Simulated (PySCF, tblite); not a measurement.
# C21H11O+: electronic excitations, NMR shifts

Wanted: electronic excitations, NMR shifts for C21H11O+ (`c1cc2ccc3cc4c[o+]cc5ccc6cc(c1)c2c3c6c54`).

Computed with tblite 0.8.0 and PySCF 2.14.0 and routines of our own; the level stands in each step. Atoms count from 0.

## Step 1: The system as given

33 atoms, charge 1, multiplicity 1; geometry from: force field, distance geometry or constructed start.

## Step 2: Geometry optimisation with GFN2-xTB

What the job is given:

```
{"job": {"kind": "relax", "xc": "GFN2-xTB", "basis": "xTB"}, "charge": 1, "multiplicity": 1}
C      4.375900     0.747800     0.271400
C      4.062700    -0.605200     0.348700
C      2.738500    -1.044100     0.326400
C      2.406900    -2.396600     0.401000
C      1.074300    -2.819500     0.379200
C      0.032200    -1.886100     0.259200
C     -1.306500    -2.288100     0.225900
C     -2.347600    -1.350800     0.116200
C     -3.680000    -1.761700     0.082200
O     -4.749200    -0.826000    -0.031000
C     -4.403500     0.549100    -0.116700
C     -3.077600     0.972000    -0.084100
C     -2.747000     2.337600    -0.160800
C     -1.408700     2.748300    -0.136700
C     -0.379600     1.818500    -0.020000
C      0.963000     2.219800     0.018800
C      2.006100     1.288200     0.127400
C      3.347400     1.687000     0.158200
C      1.694500    -0.087000     0.212600
C      0.347300    -0.511200     0.181000
C     -0.697300     0.443600     0.064500
C     -2.049500     0.018900     0.030800
H      5.412100     1.079600     0.303900
H      4.876200    -1.328600     0.442300
H      3.193900    -3.146900     0.497400
H      0.861800    -3.885900     0.444700
H     -1.526200    -3.354700     0.294300
H     -3.946200    -2.813900     0.146800
H     -5.214000     1.269400    -0.205000
H     -3.510300     3.106900    -0.252300
H     -1.179400     3.813800    -0.200400
H      1.208000     3.280500    -0.051500
H      3.611800     2.744500     0.094500
```

Command:

```bash
OMP_NUM_THREADS=1 python large_run.py task.json out
```

This one command runs all jobs of the session in turn.

Log:

```text
step      E/eV     max force
  0   -1476.19112    3.867
  1   -1476.72105    1.205
  2   -1476.81943    1.068
  3   -1476.87046    0.783
  4   -1476.93771    0.454
  5   -1476.95946    0.360
  6   -1476.97129    0.225
  7   -1476.97539    0.119
  8   -1476.97826    0.105
  9   -1476.97953    0.072
 10   -1476.98015    0.049
 11   -1476.98040    0.034
 12   -1476.98053    0.024
 13   -1476.98061    0.018
```

Run time: 0.34 s. Hardware: 1 thread of Arm Neoverse V1, shared host.

Step by step:

| step | energy from step 0 (eV) | largest force (eV/Å) |
| --- | --- | --- |
| 0 | 0.0000 | 3.8673 |
| 1 | -0.5299 | 1.2044 |
| 2 | -0.6283 | 1.0678 |
| 3 | -0.6793 | 0.7832 |
| 4 | -0.7466 | 0.4535 |
| 5 | -0.7683 | 0.3593 |
| 6 | -0.7802 | 0.2245 |
| 7 | -0.7843 | 0.1189 |
| 8 | -0.7871 | 0.1047 |
| 9 | -0.7884 | 0.0727 |
| 10 | -0.7890 | 0.0489 |
| 11 | -0.7893 | 0.0343 |
| 12 | -0.7894 | 0.0234 |
| 13 | -0.7895 | 0.0185 |

Distances of close pairs at the start and the end, largest changes first:

| bond | before (Å) | after (Å) | change (Å) |
| --- | --- | --- | --- |
| C8–O9 | 1.425 | 1.304 | -0.122 |
| O9–C10 | 1.420 | 1.317 | -0.103 |
| C3–C4 | 1.398 | 1.354 | -0.044 |
| C12–C13 | 1.400 | 1.357 | -0.044 |
| C13–C14 | 1.392 | 1.428 | +0.036 |
| C2–C3 | 1.395 | 1.429 | +0.035 |
| C7–C21 | 1.404 | 1.435 | +0.031 |
| C4–C5 | 1.404 | 1.428 | +0.023 |

The final coordinates are the input of the step that follows.

## Step 3: Electronic excitations: TDA B3LYP/6-31G*

What the job is given:

```
{"job": {"kind": "uv", "basis": "6-31G*", "grid": 1, "kgrid": 0, "vcut": 1.5, "nstates": 8, "ntriplets": 3, "tda": true, "delta": ["ip_vertical", "ea_vertical"], "pop": true, "xc": "B3LYP"}, "charge": 1, "multiplicity": 1}
C      4.358796     0.753156     0.272659
C      4.058111    -0.603703     0.353842
C      2.738339    -1.045926     0.324878
C      2.391476    -2.430054     0.407878
C      1.101900    -2.841111     0.379172
C      0.029486    -1.906033     0.263495
C     -1.298388    -2.307206     0.230508
C     -2.330035    -1.363985     0.116524
C     -3.688631    -1.691747     0.077688
O     -4.627729    -0.794032    -0.029618
C     -4.361657     0.493752    -0.108979
C     -3.061589     0.983910    -0.083144
C     -2.734668     2.368412    -0.166106
C     -1.439607     2.771089    -0.136051
C     -0.363153     1.840475    -0.020420
C      0.963054     2.235089     0.012222
C      2.006292     1.298930     0.126018
C      3.358318     1.691564     0.159972
C      1.694879    -0.090575     0.210349
C      0.353686    -0.514089     0.179546
C     -0.675370     0.447150     0.064424
C     -2.010451     0.032505     0.032585
H      5.389855     1.069519     0.298748
H      4.855993    -1.325674     0.440088
H      3.192367    -3.148450     0.495502
H      0.854387    -3.889786     0.443721
H     -1.548400    -3.354784     0.292441
H     -4.052535    -2.708408     0.133939
H     -5.237585     1.119112    -0.194649
H     -3.538386     3.081525    -0.252883
H     -1.194788     3.820549    -0.200575
H      1.206652     3.286114    -0.050711
H      3.599218     2.741806     0.095879
```

Level: TDA B3LYP/6-31G*, vertical, gas phase, core orbitals frozen in the response, virtual orbitals cut by energy.

Log:

```text
start: PBE on a coarse grid of 28918 points
cycle   1  E = -880.8826859505  dE =  4.428e+00  |g| = 7.572e-01  |ddm| = 7.965e+00
cycle   2  E = -878.5772524923  dE =  2.305e+00  |g| = 2.346e+00  |ddm| = 3.553e+00
cycle   3  E = -880.8054878767  dE = -2.228e+00  |g| = 8.391e-01  |ddm| = 3.311e+00
cycle   4  E = -881.0389576640  dE = -2.335e-01  |g| = 2.613e-01  |ddm| = 1.335e+00
cycle   5  E = -881.0414926695  dE = -2.535e-03  |g| = 2.524e-01  |ddm| = 5.772e-01
cycle   6  E = -881.0577450766  dE = -1.625e-02  |g| = 9.812e-02  |ddm| = 3.777e-01
cycle   7  E = -881.0606685880  dE = -2.924e-03  |g| = 2.860e-02  |ddm| = 1.420e-01
cycle   8  E = -881.0609107732  dE = -2.422e-04  |g| = 1.504e-02  |ddm| = 5.346e-02
cycle   9  E = -881.0609738852  dE = -6.311e-05  |g| = 5.165e-03  |ddm| = 2.374e-02
final grid: 128001 points
cycle  10  E = -881.8819348531  dE = -6.283e-03  |g| = 6.626e-02  |ddm| = 4.314e-01
cycle  11  E = -881.8799736024  dE =  1.961e-03  |g| = 1.187e-01  |ddm| = 1.817e-01
cycle  12  E = -881.8827872164  dE = -2.814e-03  |g| = 1.491e-02  |ddm| = 1.105e-01
cycle  13  E = -881.8828383920  dE = -5.118e-05  |g| = 6.276e-03  |ddm| = 2.360e-02
cycle  14  E = -881.8828508681  dE = -1.248e-05  |g| = 2.517e-03  |ddm| = 1.086e-02
cycle  15  E = -881.8828509199  dE = -5.174e-08  |g| = 1.081e-03  |ddm| = 4.145e-03
cycle  16  E = -881.8828524481  dE = -1.528e-06  |g| = 2.383e-04  |ddm| = 1.669e-03
cycle  17  E = -881.8828533084  dE = -8.602e-07  |g| = 1.306e-04  |ddm| = 4.261e-04
cycle  18  E = -881.8828528250  dE =  4.834e-07  |g| = 3.450e-05  |ddm| = 2.265e-04
converged SCF energy = -881.8828528250
Vertical ionisation energy (delta-SCF) = 10.2867 eV   <S^2> = 0.780
Vertical electron affinity (delta-SCF) = 4.9043 eV   <S^2> = 0.775

Static polarisability (au): isotropic 251.285, principal 62.063 262.681 429.111

Singlet excitations
state   eV       nm        f      main configurations
  1   2.2894    541.6   0.07376   H->L 0.88
  2   2.9367    422.2   0.12794   H->L+1 0.62, H-2->L 0.28
  3   3.2090    386.4   0.02632   H-1->L 0.88
  4   3.6486    339.8   0.00178   H-1->L+1 0.76, H->L+2 0.11, H-2->L+1 0.09
  5   3.8335    323.4   0.02245   H->L+2 0.59, H-1->L+1 0.16, H-2->L+1 0.12
  6   3.9913    310.6   0.36207   H-2->L 0.32, H-2->L+1 0.16, H-3->L 0.15
  7   4.2061    294.8   0.13446   H-3->L 0.61, H-4->L 0.11
  8   4.3083    287.8   0.45014   H-2->L+1 0.35, H-2->L 0.16, H-1->L+2 0.14

Triplet excitations (Tamm-Dancoff, eV): 1.3936 1.8879 2.6670
```

Run time: 2.1 min. Hardware: 1 thread of Arm Neoverse V1, shared host; peak memory 0.68 GiB.

The orbitals next to the gap, with their largest atomic shares:

| orbital | eV | atoms |
| --- | --- | --- |
| HOMO−4 | -11.42 | C13 21 %, C19 11 %, C12 9 % |
| HOMO−3 | -11.00 | C2 13 %, C5 12 %, C16 11 % |
| HOMO−2 | -10.29 | C0 25 %, C18 10 %, C1 9 % |
| HOMO−1 | -10.04 | C12 15 %, C4 14 %, C18 13 % |
| HOMO | -8.85 | C6 15 %, C17 12 %, C10 11 % |
| LUMO | -6.33 | C8 28 %, O9 10 %, C6 10 % |
| LUMO+1 | -5.79 | C10 24 %, C15 9 %, C1 8 % |
| LUMO+2 | -4.44 | C13 13 %, C20 11 %, C12 11 % |
| LUMO+3 | -3.83 | C7 13 %, C19 10 %, C8 9 % |

With each of the 8 states as a Gaussian band of 0.4 eV half-width at 1/e, the curve within the window shown has maxima at 420 nm (ε 6,100), 297 nm (ε 34,000) L/(mol cm). Beyond the last state computed it falls off for lack of states. The curve at chosen wavelengths:

```json
{"nm": "269", "ε (L/mol/cm)": "13745"}
{"nm": "288", "ε (L/mol/cm)": "31529"}
{"nm": "306", "ε (L/mol/cm)": "31795"}
{"nm": "325", "ε (L/mol/cm)": "19226"}
{"nm": "343", "ε (L/mol/cm)": "8956"}
{"nm": "362", "ε (L/mol/cm)": "4568"}
{"nm": "380", "ε (L/mol/cm)": "4441"}
{"nm": "399", "ε (L/mol/cm)": "5526"}
{"nm": "417", "ε (L/mol/cm)": "6087"}
{"nm": "436", "ε (L/mol/cm)": "5814"}
{"nm": "455", "ε (L/mol/cm)": "5073"}
{"nm": "473", "ε (L/mol/cm)": "4404"}
{"nm": "492", "ε (L/mol/cm)": "3946"}
{"nm": "510", "ε (L/mol/cm)": "3706"}
{"nm": "529", "ε (L/mol/cm)": "3517"}
{"nm": "547", "ε (L/mol/cm)": "3293"}
{"nm": "566", "ε (L/mol/cm)": "2970"}
{"nm": "585", "ε (L/mol/cm)": "2572"}
{"nm": "603", "ε (L/mol/cm)": "2165"}
{"nm": "622", "ε (L/mol/cm)": "1746"}
{"nm": "640", "ε (L/mol/cm)": "1385"}
{"nm": "659", "ε (L/mol/cm)": "1059"}
{"nm": "677", "ε (L/mol/cm)": "807"}
{"nm": "696", "ε (L/mol/cm)": "596"}
{"nm": "714", "ε (L/mol/cm)": "442"}
{"nm": "733", "ε (L/mol/cm)": "320"}
```

Leading natural transition orbitals of singlet state 8: the hole lies on C0 24 %; C15, C17, C18 about 8 % each; C1, C2, C16 about 6 % each; the particle on C10, C21 about 18 % each; O9 13 %; C8 8 %.

Leading natural transition orbitals of singlet state 1: the hole lies on C4, C6, C17 about 12 % each; C1, C2 about 8 % each; C10, C15 about 6 % each; the particle on C8 24 %; O9 12 %; C21 11 %.

Ground-state properties from the same run:

| property | computed |
| --- | --- |
| polarisability (Å³) | 37.24 |
| HOMO–LUMO gap (eV) | 2.52 |
| −ε(HOMO) (eV) | 8.85 |

Orbitals, density, ELF and potential are computed afterwards from the orbital file.

Frontier orbitals at B3LYP/6-31G*, with the share of their density that lies nearest to each atom:

| orbital | energy (eV) | lies on |
| --- | --- | --- |
| HOMO | -8.85 | C6 13 %; C1, C10, C17 about 9 % each; C4, C15 about 7 % each |
| LUMO | -6.33 | C8 23 %; O9 11 %; C6 9 % |

ELF in a plane through or near 33 of the atoms.

Values, 10 rows by 14 columns:
```
0.00 0.00 0.00 0.00 0.00 0.00 0.00 0.00 0.00 0.00 0.00 0.00 0.00 0.00
0.00 0.00 0.00 0.00 0.00 0.00 0.00 0.00 0.28 0.00 0.00 0.00 0.00 0.00
0.00 0.00 0.00 0.44 0.96 0.22 1.00 0.04 1.00 0.05 0.95 0.08 0.00 0.00
0.00 0.00 0.58 0.09 0.85 0.26 0.42 0.52 0.25 0.44 0.92 0.01 0.00 0.00
0.00 0.17 1.00 0.29 0.48 0.23 0.15 0.84 0.21 0.51 0.63 0.99 0.96 0.00
0.00 0.00 0.30 0.28 0.77 0.68 0.79 0.80 0.61 0.58 0.28 0.44 0.01 0.00
0.00 0.00 0.95 0.67 0.69 0.49 0.50 0.50 0.77 0.28 0.32 0.78 0.14 0.00
0.00 0.00 0.00 0.50 1.00 0.60 0.59 0.15 0.99 0.02 1.00 0.36 0.00 0.00
0.00 0.00 0.00 0.00 0.05 0.31 1.00 0.01 0.91 0.02 0.07 0.00 0.00 0.00
0.00 0.00 0.00 0.00 0.00 0.00 0.00 0.00 0.00 0.00 0.00 0.00 0.00 0.00
```
The map spans 15.9 Å across and 12.9 Å up, centred on the molecule. Atoms in the plane (x, y in Å): C0 (-4.3, 1.0), C1 (-4.1, -0.4), C2 (-2.8, -0.9), C3 (-2.5, -2.3), C4 (-1.3, -2.8), C5 (-0.1, -1.9), C6 (1.2, -2.4), C7 (2.3, -1.5), C8 (3.6, -1.9), O9 (4.6, -1.0), C10 (4.4, 0.3), C11 (3.1, 0.8), C12 (2.9, 2.2), C13 (1.6, 2.7), C14 (0.5, 1.8), C15 (-0.8, 2.3), C16 (-1.9, 1.4), C17 (-3.3, 1.9), C18 (-1.7, 0.0), C19 (-0.4, -0.5), C20 (0.7, 0.4), C21 (2.0, -0.1), H22 (-5.3, 1.3), H23 (-4.9, -1.1), H24 (-3.4, -3.0), H25 (-1.1, -3.9), H26 (1.4, -3.4), H27 (3.9, -2.9), H28 (5.3, 0.9), H29 (3.7, 2.9), H30 (1.4, 3.8), H31 (-1.0, 3.4), H32 (-3.4, 2.9).

On the surface of density 0.002 e/bohr³ the electrostatic potential runs, from the 1st to the 99th percentile, from 2.51 V near C0 to 4.50 V near H27.

## Step 4: NMR shifts: GIAO KT2/pcSseg-1

The job, as its differences from that of step 3:

```diff
@@ -1,2 +1,2 @@
-{"job": {"kind": "uv", "basis": "6-31G*", "grid": 1, "kgrid": 0, "vcut": 1.5, "nstates": 8, "ntriplets": 3, "tda": true, "delta": ["ip_vertical", "ea_vertical"], "pop": true, "xc": "B3LYP"}, "charge": 1, "multiplicity": 1}
+{"job": {"kind": "nmr", "basis": "pcSseg-1", "pop": false, "xc": "KT2"}, "charge": 1, "multiplicity": 1}
 C      4.358796     0.753156     0.272659
```

Level: GIAO KT2/pcSseg-1 NMR shielding, non-relativistic, gas phase.

Log:

```text
start: PBE on a coarse grid of 28918 points
cycle   1  E = -880.3534372514  dE =  4.421e+00  |g| = 7.557e-01  |ddm| = 7.436e+00
cycle   2  E = -878.0742183760  dE =  2.279e+00  |g| = 2.363e+00  |ddm| = 3.485e+00
cycle   3  E = -880.2837362045  dE = -2.210e+00  |g| = 8.307e-01  |ddm| = 3.208e+00
cycle   4  E = -880.5016465161  dE = -2.179e-01  |g| = 2.627e-01  |ddm| = 1.361e+00
cycle   5  E = -880.5057445903  dE = -4.098e-03  |g| = 2.441e-01  |ddm| = 5.459e-01
cycle   6  E = -880.5204238576  dE = -1.468e-02  |g| = 9.428e-02  |ddm| = 3.477e-01
cycle   7  E = -880.5230753744  dE = -2.652e-03  |g| = 2.838e-02  |ddm| = 1.329e-01
cycle   8  E = -880.5232980904  dE = -2.227e-04  |g| = 1.588e-02  |ddm| = 5.150e-02
cycle   9  E = -880.5233733123  dE = -7.522e-05  |g| = 5.042e-03  |ddm| = 2.414e-02
final grid: 271833 points
cycle  10  E = -897.6690514958  dE = -4.792e-02  |g| = 1.268e-01  |ddm| = 1.355e+00
cycle  11  E = -897.6510353643  dE =  1.802e-02  |g| = 3.094e-01  |ddm| = 4.215e-01
cycle  12  E = -897.6712675464  dE = -2.023e-02  |g| = 5.000e-02  |ddm| = 3.590e-01
cycle  13  E = -897.6721142342  dE = -8.467e-04  |g| = 1.903e-02  |ddm| = 8.469e-02
cycle  14  E = -897.6722081237  dE = -9.389e-05  |g| = 9.464e-03  |ddm| = 3.726e-02
cycle  15  E = -897.6722326982  dE = -2.457e-05  |g| = 4.474e-03  |ddm| = 1.744e-02
cycle  16  E = -897.6722371897  dE = -4.491e-06  |g| = 1.980e-03  |ddm| = 8.552e-03
cycle  17  E = -897.6722419203  dE = -4.731e-06  |g| = 4.481e-04  |ddm| = 3.034e-03
cycle  18  E = -897.6722402527  dE =  1.668e-06  |g| = 2.634e-04  |ddm| = 9.767e-04
cycle  19  E = -897.6722416117  dE = -1.359e-06  |g| = 4.165e-05  |ddm| = 4.474e-04
converged SCF energy = -897.6722416117

GIAO shielding tensors (ppm)
atom      isotropic    diamagn.    paramagn.     s11        s22        s33       span
  0 C       56.853     257.005    -200.153    -43.200     34.958    178.801    222.000
  1 C       55.115     245.897    -190.782    -33.204     32.845    165.704    198.908
  2 C       60.005     253.461    -193.456    -17.074      8.664    188.426    205.499
  3 C       53.669     253.020    -199.351    -36.996     43.425    154.579    191.574
  4 C       60.576     249.566    -188.989    -25.760     53.993    153.496    179.256
  5 C       55.252     256.779    -201.526    -22.049      5.222    182.583    204.632
  6 C       69.905     252.108    -182.203      0.858     50.521    158.337    157.479
  7 C       67.565     262.469    -194.904      2.429     12.137    188.128    185.699
  8 C       33.684     250.489    -216.804    -37.514     24.701    113.866    151.380
  9 O       19.002     383.562    -364.560   -179.583   -121.608    358.196    537.779
 10 C       42.894     248.719    -205.825    -23.192     37.663    114.211    137.403
 11 C       62.252     259.160    -196.908    -11.052     17.279    180.528    191.579
 12 C       68.288     251.583    -183.294    -16.141     56.059    164.947    181.088
 13 C       50.618     249.292    -198.673    -40.505     36.302    156.058    196.563
 14 C       61.255     257.112    -195.856    -15.559     15.710    183.615    199.174
 15 C       54.202     253.954    -199.752    -21.370     35.496    148.481    169.851
 16 C       59.759     256.842    -197.083    -12.507     -1.708    193.492    205.999
 17 C       56.229     244.095    -187.866    -33.875     39.340    163.223    197.099
 18 C       71.142     244.187    -173.046      2.056      9.453    201.916    199.860
 19 C       67.100     244.633    -177.534     -6.395      9.113    198.582    204.978
 20 C       73.238     244.881    -171.643      4.974     15.135    199.604    194.630
 21 C       68.230     249.681    -181.451     -7.619      7.435    204.876    212.495
 22 H       22.301      25.814      -3.513     16.072     24.787     26.044      9.972
 23 H       22.253      30.326      -8.073     15.486     24.011     27.261     11.775
 24 H       22.560      30.670      -8.111     16.046     24.641     26.992     10.946
 25 H       22.737      31.264      -8.528     15.785     24.940     27.484     11.699
 26 H       22.352      34.951     -12.598     13.948     25.329     27.779     13.831
 27 H       21.314      28.628      -7.314     13.482     23.879     26.582     13.100
 28 H       21.720      27.247      -5.526     14.362     24.412     26.387     12.025
 29 H       23.041      29.713      -6.672     16.449     25.853     26.819     10.370
 30 H       22.399      31.205      -8.806     15.805     24.316     27.076     11.271
 31 H       21.805      35.751     -13.946     13.417     24.036     27.963     14.546
 32 H       22.091      30.965      -8.874     14.748     24.005     27.520     12.771
```

It took 51 s on 1 thread of Arm Neoverse V1, shared host; peak memory 0.68 GiB.

The references, computed at this level on geometries of the same kind, shield at (ppm): ¹H TMS 31.62, ¹³C TMS 185.6, ¹⁷O H2O 332.3. Their shielding less the atom's gives the shift. The references are single molecules in the gas phase, so shifts against H2O, NH3, PH3, H3PO4 or CFCl3 are not on the usual liquid scales and can be off by tens of ppm.

| atoms | environment | σ (ppm) | δ (ppm) |
| --- | --- | --- | --- |
| C8 | aromatic CH next to the ring oxygen | 33.7 | 151.9 |
| C10 | aromatic CH next to the ring oxygen | 42.9 | 142.7 |
| C13 | aromatic CH | 50.6 | 135.0 |
| C3 | aromatic CH | 53.7 | 131.9 |
| C15 | aromatic CH | 54.2 | 131.4 |
| C1 | aromatic CH | 55.1 | 130.5 |
| C5 | ring-fusion aromatic carbon | 55.3 | 130.3 |
| C17 | aromatic CH | 56.2 | 129.4 |
| C0 | aromatic CH | 56.9 | 128.7 |
| C16 | ring-fusion aromatic carbon | 59.8 | 125.8 |
| C2 | ring-fusion aromatic carbon | 60.0 | 125.6 |
| C4 | aromatic CH | 60.6 | 125.0 |
| C14 | ring-fusion aromatic carbon | 61.3 | 124.3 |
| C11 | ring-fusion aromatic carbon | 62.3 | 123.3 |
| C19 | ring-fusion aromatic carbon | 67.1 | 118.5 |
| C7 | ring-fusion aromatic carbon | 67.6 | 118.0 |
| C21 | ring-fusion aromatic carbon | 68.2 | 117.4 |
| C12 | aromatic CH | 68.3 | 117.3 |
| C6 | aromatic CH | 69.9 | 115.7 |
| C18 | ring-fusion aromatic carbon | 71.1 | 114.5 |
| C20 | ring-fusion aromatic carbon | 73.2 | 112.4 |
| H27 | hydrogen on an aromatic CH next to the ring oxygen | 21.31 | 10.31 |
| H28 | hydrogen on an aromatic CH next to the ring oxygen | 21.72 | 9.90 |
| H31 | hydrogen on an aromatic CH | 21.81 | 9.82 |
| H32 | hydrogen on an aromatic CH | 22.09 | 9.53 |
| H23 | hydrogen on an aromatic CH | 22.25 | 9.37 |
| H22 | hydrogen on an aromatic CH | 22.30 | 9.32 |
| H26 | hydrogen on an aromatic CH | 22.35 | 9.27 |
| H30 | hydrogen on an aromatic CH | 22.40 | 9.22 |
| H24 | hydrogen on an aromatic CH | 22.56 | 9.06 |
| H25 | hydrogen on an aromatic CH | 22.74 | 8.89 |
| H29 | hydrogen on an aromatic CH | 23.04 | 8.58 |
| O9 | aromatic ring oxygen | 19.0 | 313.3 |

Ring of atoms C0, C1, C2, C16, C17, C18: NICS(0) -12.2, NICS(1) -15.0, NICS(1)zz -37.9 ppm (means of both faces).

Ring of atoms C2, C3, C4, C5, C18, C19: NICS(0) -2.5, NICS(1) -6.9, NICS(1)zz -13.0 ppm (means of both faces).

Ring of atoms C5, C6, C7, C19, C20, C21: NICS(0) -9.0, NICS(1) -12.0, NICS(1)zz -27.9 ppm (means of both faces).

## Step 5: Results

```
                                quantity                                                                                                          value
           lowest singlet (B3LYP/6-31G*)                                                                                    2.29 eV (542 nm), f = 0.074
brightest single state of those computed                                                                                    state 8, 4.31 eV, f = 0.450
                          lowest triplet                                                                                                        1.39 eV
       vertical ionisation energy (ΔSCF)                                                                                                       10.29 eV
       vertical electron affinity (ΔSCF)                                                                                                        4.90 eV
   ¹³C shifts against TMS (KT2/pcSseg-1)  151.9, 142.7, 135.0, 131.9, 131.4, 130.5, 130.3, 129.4, 128.7, 125.8, 125.6, 125.0, 124.3, 123.3 ppm and more
    ¹H shifts against TMS (KT2/pcSseg-1)                                          10.31, 9.90, 9.82, 9.53, 9.37, 9.32, 9.27, 9.22, 9.06, 8.89, 8.58 ppm
   ¹⁷O shifts against H2O (KT2/pcSseg-1)                                                                                                      313.3 ppm
```

**Reading.** The lowest singlet, at 2.29 eV, is HOMO→LUMO 0.88 and is bright; of the 8 states computed, the strongest absorption comes from state 8 at 4.31 eV (the last computed, so partners may be missing). State 1 absorbs in the visible (542 nm). The lowest triplet lies 0.90 eV below the lowest singlet. The orbital energy would give 8.85 eV for ionisation, ΔSCF gives 10.29 eV. At B3LYP/6-31G*, counted by nearest atom on the grid, the HOMO lies on C6 13 %; C1, C10, C17 about 9 % each, the LUMO on C8 23 %; O9 11 %. At KT2/pcSseg-1: Shielding is most anisotropic at O9 (span 538 ppm, paramagnetic term -365 ppm). NICS(1)zz of -38 ppm above the planar ring from C0 marks a diatropic (aromatic) ring current. NICS(1)zz of -28 ppm above the planar ring from C5 marks a diatropic (aromatic) ring current.
